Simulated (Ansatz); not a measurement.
# HPbNO4 (P1) in Ansatz: band structure with PBEsol

Aim: the band structure of HPbNO4 with PBEsol.

Everything below comes from runs of Ansatz 0.2.0. Logs are shortened: lines on timing, memory, paths and dates and some standing lists are left out, and cuts for length are marked.

## (1) The structure

The typed cell holds 7 atoms: a = 4.204 Å, b = 4.339 Å, c = 6.729 Å, α = 71.95°, β = 72.29°, γ = 62.23°.

The cell was built by a generator and needn't be a form met in nature.

## (2) Band structure, PBEsol

The input, input.yaml:

```yaml
crystal:
  lattice:
    - [4.20407, 0.0, 0.0]
    - [2.02172, 3.83952, 0.0]
    - [2.04686, 1.279, 6.28132]
  atoms:
    - { symbol: H, position: [0.89145, 0.68202, 0.62796] }
    - { symbol: Pb, position: [0.14426, 0.92872, 0.88352] }
    - { symbol: "N", position: [0.2567, 0.28861, 0.30171] }
    - { symbol: O, position: [0.83108, 0.65056, 0.78405] }
    - { symbol: O, position: [0.38694, 0.2238, 0.11295] }
    - { symbol: O, position: [0.31104, 0.03576, 0.45856] }
    - { symbol: O, position: [0.07726, 0.60633, 0.32275] }
hamiltonian:
  xc: pbesol
  pseudopotentials: { kind: paw }
kpoints:
  mp_grid: { grid: [7, 7, 5] }
  band_path:
    path:
      - [[0.0, 0.0, 0.5], [0.0, 0.0, 0.0], [0.5, 0.0, 0.0]]
      - [[0.5, 0.0, 0.5], [0.0, 0.0, 0.0], [0.0, 0.5, 0.0]]
      - [[0.0, 0.5, 0.5], [0.0, 0.0, 0.0], [0.5, 0.5, 0.0]]
      - [[0.5, 0.5, 0.5], [0.0, 0.0, 0.0]]
    npoints: 10
scf:
  occupations: { method: fermi_dirac, width: 0.05 }
  n_extra_bands: 17
output:
  forces: true
  stress: true
  eigenvalues: true
  fatbands: false
  write_density: true
  write_potential: true
  elf: true
  volumetric_format: npy
```

Potentials or basis: Ansatz PAW.

Command:

```console
$ ansatz run input.yaml --threads 8 --pin off --max-ram 20480MiB --backend cpu --events-out ev --progress --plain --runs-dir out
```

The log of the run:

```text
Warning: RAYON_NUM_THREADS=8 ignored (pool sized by the plan → 8); use --threads N
scf.n_extra_bands = 17 over 22 filled bands (N_el = 44.0): the run solves 39 bands
Engine: ansatz 0.2.0, aarch64-unknown-linux-gnu
Pseudopotentials: kind: paw
Pseudopotential: H, paw, valence charge 1, recommended cutoff 420 eV (normal), H.paw.azcp
Pseudopotential: Pb, paw, valence charge 14, recommended cutoff 420 eV (normal), Pb.paw.azcp
Pseudopotential: N, paw, valence charge 5, recommended cutoff 420 eV (normal), N.paw.azcp
Pseudopotential: O, paw, valence charge 6, recommended cutoff 420 eV (normal), O.paw.azcp
Functional definition: PBEsol
  exchange = pbesol_x
  correlation = pbesol_c
Crystal: 7 atoms, lattice volume = 101.391 Å³
Basis set: ecut = 420 eV, 1981 PW (Γ), exchange–correlation on 60×60×90 points (8 copies of the dense FFT grid, shifted against one another)
Bands: 39, of which v1, the nominal top of the filled ones, is band 22 counted from 1 (21 counted from 0)
Symmetry: 1 space group operations
Space group: P1 (ITA 1), of the structure as read, at distance tolerance 4.7e-5 Å
k-points: 123 of 245 (time reversal used)
Non-local potential: H, projectors of the file, l = 0: 2, l = 1: 1
Non-local potential: Pb, projectors of the file, l = 0: 2, l = 1: 2, l = 2: 2, l = 3: 2
Non-local potential: N, projectors of the file, l = 0: 2, l = 1: 2, l = 2: 1
Non-local potential: O, projectors of the file, l = 0: 2, l = 1: 2, l = 2: 1
PAW form: soft (Blöchl's): semilocal exchange-correlation on the pseudo side does not see the compensation charge
PAW frozen core: Pb, regenerated for the run's functional, and the local potential with it (the file was generated under x = pbe(κ = 0.804, μ = 0.2195149727645171), c = pbe(β = 0.06672455060314922))
PAW frozen core: N, regenerated for the run's functional, and the local potential with it (the file was generated under x = pbe(κ = 0.804, μ = 0.2195149727645171), c = pbe(β = 0.06672455060314922))
PAW frozen core: O, regenerated for the run's functional, and the local potential with it (the file was generated under x = pbe(κ = 0.804, μ = 0.2195149727645171), c = pbe(β = 0.06672455060314922))
PAW one-centre angular grid: H, 110 points (default); XC on 64 Gauss nodes
PAW one-centre angular grid: Pb, 590 points (default); XC on 64 Gauss nodes
PAW one-centre angular grid: N, 110 points (default); XC on 64 Gauss nodes
PAW one-centre angular grid: O, 110 points (default); XC on 64 Gauss nodes
Initial density: superposition of atomic densities (neutral atoms: chi_scale 0, normalization atom), corrected by the library's trained network
Initial wavefunctions: pseudopotential atomic-orbital guess
Functional: x = pbesol(κ = 0.804, μ = 0.12345679012345678), c = pbesol(β = 0.046)
SCF iter   1: F=—  HF=-14387.958462 eV  |F-HF|=—  |Δ(HF+E_count)|=         —  Δρ=1.03e-2  dr2=1.05e-1  ethr=1.77e-3  ⟨swp⟩=6.4  Hψ=24156  notcnv=0  defer=787
preconditioner: auto → Resta (q_TF=auto, 2.374 Å⁻¹)  ε∞=2.4  [insulator: Δε(μ)=2.961 eV  Ē_g=20.494 eV  σ=0.050 eV  W_gap=1.00  n_scr=24 (ndim 8)  ℏωp=24.5 eV  f_vac=0.176  D(μ)=0.00/eV (n_scr^D=0)  ε∞_Penn≈2.4]
SCF iter   2: F=—  HF=-14387.931652 eV  |F-HF|=—  |Δ(HF+E_count)|=   2.68e-2  Δρ=3.46e-3  dr2=1.11e-2  ethr=2.38e-4  ⟨swp⟩=2.6  Hψ=8245  notcnv=0  defer=1501
SCF iter   3: F=—  HF=-14387.929776 eV  |F-HF|=—  |Δ(HF+E_count)|=   1.88e-3  Δρ=1.72e-3  dr2=3.29e-3  ethr=2.53e-5  ⟨swp⟩=2.0  Hψ=6194  notcnv=0  defer=1501
SCF iter   4: F=—  HF=-14387.929297 eV  |F-HF|=—  |Δ(HF+E_count)|=   4.79e-4  Δρ=7.52e-4  dr2=6.18e-4  ethr=7.49e-6  ⟨swp⟩=2.0  Hψ=4690  notcnv=0  defer=1501
SCF iter   5: F=—  HF=-14387.929295 eV  |F-HF|=—  |Δ(HF+E_count)|=   2.50e-6  Δρ=4.88e-4  dr2=2.30e-4  ethr=1.40e-6  ⟨swp⟩=2.0  Hψ=5939  notcnv=0  defer=1501
SCF iter   6: F=—  HF=-14387.929262 eV  |F-HF|=—  |Δ(HF+E_count)|=   3.28e-5  Δρ=1.25e-4  dr2=1.23e-5  ethr=5.23e-7  ⟨swp⟩=2.0  Hψ=4681  notcnv=0  defer=1501
SCF iter   7: F=—  HF=-14387.929289 eV  |F-HF|=—  |Δ(HF+E_count)|=   2.75e-5  Δρ=7.31e-5  dr2=4.23e-6  ethr=2.80e-8  ⟨swp⟩=2.0  Hψ=5632  notcnv=0  defer=1501
SCF iter   8: F=—  HF=-14387.929290 eV  |F-HF|=—  |Δ(HF+E_count)|=   7.47e-7  Δρ=1.65e-5  dr2=2.81e-7  ethr=9.62e-9  ⟨swp⟩=2.0  Hψ=5963  notcnv=0  defer=1501
SCF iter   9: F=—  HF=-14387.929291 eV  |F-HF|=—  |Δ(HF+E_count)|=   5.23e-7  Δρ=1.22e-5  dr2=1.51e-7  ethr=2.27e-10  ⟨swp⟩=18.1  Hψ=43666  notcnv=0
SCF iter  10: F=-14387.929291 eV  HF=-14387.929291 eV  |F-HF|=1.29e-8  |Δ(HF+E_count)|=   2.01e-8  Δρ=6.45e-6  dr2=3.84e-8  ethr=2.27e-10  ⟨swp⟩=9.1  Hψ=25092  notcnv=0
SCF 1 converged in 10 iterations: F = -14387.929291 eV  dr2 = 3.84e-8
NSCF: frozen V_eff on 74 k-points
SCF converged after 10 iterations
Free energy (F): -14387.929291 eV
Harris-Foulkes:  -14387.929291 eV  (|F-HF|=1.29e-8)
Internal energy: -14387.929291 eV  (E = F + TS)
E sigma→0 (E₀):  -14387.929291 eV
Fermi energy:    4.494146 eV
--- Per-component energies (eV) ---
  E_band       = -296.434097
  E_kinetic    = 1123.702116
  E_local      = -3526.002314  (includes V_loc(G=0)·N_el)
  E_nonlocal   = 593.317458
  E_hartree    = 1294.860675
  E_xc         = -573.516472
  E_vxc        = -586.568859  (∫ρ·V_xc dr)
  E_paw        = -10983.492069  (= ΣΔE_a)
  E_vpaw       = -490.613360  (= ΣTr[D̂ρ^β])
  E_aug_tail   = 0.008602  (compensation charges beyond the density's cutoff)
  E_ewald      = -2317.038654
  E_core_change = 0.231367  (= ΣΔE_core)
  E_smearing   = -0.000000  (= −TS)
  E_closure    = 0.000000  (closes the sum)
  Σ components = -14387.929291   (vs F -14387.929291, Δ=0.00e0)
--- Forces (eV/Å), atoms counted from 1 ---
  atom   1  H     -0.00043674    -0.02531626    -0.21067873
  atom   2  Pb    -0.00432860    -0.07812479    -0.03163093
  atom   3  N     -0.00431370     0.02076481    -0.00418425
  atom   4  O      0.00754781     0.05441139     0.26016579
  atom   5  O     -0.01207783     0.16667154     0.30950865
  atom   6  O     -0.01315524     0.24677394    -0.26175782
  atom   7  O      0.02676100    -0.38516681    -0.06123916
  max |Σ_I F_I| component: 1.84e-4 eV/Å
--- Stress (GPa, compression-positive) ---
       -2.060053       0.113720       0.006178
        0.113720      -3.436105       0.069496
        0.006178       0.069495      -3.278166
  P = ⅓ Tr σ = -2.9248 GPa (-29.248 kbar)
--- Band table (eV; the first three rows and the last of 123) ---
  k-point 0: bands = ["-22.7480", "-17.3450", "-17.0244", "-14.5019", "-12.2147", "-12.1953", "-12.1941", "-12.1779", "-12.1639", "-7.0367", "-4.7495", "-4.7033", "-4.3804", "-3.0053", "-0.5037", "0.5473", "0.7786", "1.0149", "1.0308", "1.4844", "1.6859", "2.3628", "6.6631", "7.3109", "8.4633", "9.2164", "9.3681", "12.3773", "13.4161", "14.5528", "15.1171", "15.6007", "15.9410", "16.0349", "16.7841", "17.3797", "17.5585", "18.6864", "18.9618"]
  k-point 1: bands = ["-22.7476", "-17.3478", "-17.0264", "-14.4969", "-12.2168", "-12.1950", "-12.1934", "-12.1779", "-12.1611", "-7.0116", "-4.7853", "-4.7044", "-4.3945", "-2.9646", "-0.7487", "0.7376", "0.7775", "1.0340", "1.1157", "1.5099", "1.6912", "2.3341", "6.6250", "7.0939", "8.4640", "9.2402", "9.7662", "12.2421", "13.2151", "14.3648", "15.0526", "15.6825", "15.9345", "16.0881", "16.8474", "17.3099", "17.4794", "18.8202", "18.9584"]
  k-point 2: bands = ["-22.7468", "-17.3525", "-17.0298", "-14.4888", "-12.2191", "-12.1949", "-12.1927", "-12.1780", "-12.1569", "-6.9691", "-4.8437", "-4.7056", "-4.4192", "-2.8942", "-1.0302", "0.7052", "0.8497", "1.0564", "1.4473", "1.5502", "1.7323", "2.2180", "6.5643", "6.8243", "8.4587", "9.2773", "10.4934", "11.9441", "12.6728", "14.4725", "15.0001", "15.5015", "15.8651", "16.0133", "17.0196", "17.4007", "17.5456", "18.3938", "19.1342"]
  k-point 122: bands = ["-22.7169", "-17.4015", "-17.0367", "-14.4854", "-12.2278", "-12.2108", "-12.1951", "-12.1364", "-11.9883", "-6.7637", "-5.0190", "-4.7446", "-4.3743", "-3.0295", "-1.7361", "0.1503", "0.4549", "0.7260", "1.2491", "1.5518", "2.4688", "2.9526", "6.0634", "7.6561", "8.5116", "9.2121", "11.4453", "11.9519", "12.6971", "13.3473", "14.7144", "15.3878", "16.3394", "16.6695", "17.1881", "17.5087", "18.5083", "19.0004", "19.0567"]
```

rho_z.tsv:

```text
# z_ang	rho[e/angstrom^3]
# format = ansatz-planar-average/11
# lattice	4.204070000	0.000000000	0.000000000
# lattice	2.021720000	3.839520000	0.000000000
# lattice	2.046860000	1.279000000	6.281320000
# sites	7
# site	1	6.411917881	3.421790270	3.944417707
# site	82	4.292532684	4.695861094	5.549671846
# site	7	2.280231509	1.494010957	1.895137057
# site	8	6.414009242	3.500638081	4.924868946
# site	8	2.310376619	1.003747626	0.709475094
# site	8	2.318538762	0.723799475	2.880362099
# site	8	2.211260001	2.740813412	2.027296030
0.000000	2.662380e-1
0.149535	2.503139e-1
0.299070	2.889052e-1
0.448605	3.641684e-1
0.598140	4.381073e-1
0.747675	4.655879e-1
[... 37 lines left out ...]
6.430006	4.430093e-1
6.579541	3.344580e-1
```

Run time: 13 s. Hardware: 8 threads of Arm Neoverse V1, shared host; peak memory 0.75 GiB.

What came out:

| Quantity | Value |
| --- | --- |
| Free energy | -14387.9293 eV |
| Pressure | -2.9 GPa |
| Largest force | 0.391 eV/Å |
| Band gap on the k mesh | 2.81 eV, indirect (least direct gap 2.83 eV) |
| Band gap along the path | 3.05 eV, direct |

Forces in eV/Å, atoms in the order of the input:
```
H    0.000 -0.025 -0.211
Pb  -0.004 -0.078 -0.032
N   -0.004  0.021 -0.004
O    0.008  0.054  0.260
O   -0.012  0.167  0.310
O   -0.013  0.247 -0.262
O    0.027 -0.385 -0.061
```

Levels at the corners of the path, in eV from the valence-band top:
```csv
point,band 20,band 21,band 22,band 23,band 24,band 25
X,-1.43,-1.22,-0.81,3.57,3.80,5.47
Γ,-1.50,-1.30,-0.62,3.68,4.33,5.48
Y,-1.41,-0.59,-0.14,3.19,4.55,5.49
L,-1.56,-0.46,-0.20,3.35,4.09,5.34
Γ,-1.50,-1.30,-0.62,3.68,4.33,5.48
Z,-1.33,-0.55,0.00,3.05,4.06,5.19
N,-1.36,-0.33,-0.12,3.08,3.87,5.57
Γ,-1.50,-1.30,-0.62,3.68,4.33,5.48
M,-1.59,-0.50,-0.24,3.31,4.11,5.44
R,-1.47,-0.66,-0.16,3.12,4.62,5.58
Γ,-1.50,-1.30,-0.62,3.68,4.33,5.48
```

Caveat: the pressure holds a Pulay correction of +0.7 GPa for the finite cutoff; spin-orbit coupling is left out, which as a rule narrows the gap of such compounds by several tenths of an eV; the PAW data sets come from PBE, with cores solved anew for the run's functional, which leaves a small shift of forces and pressure. PBEsol gaps usually lie below the measured ones, often by a third to a half.
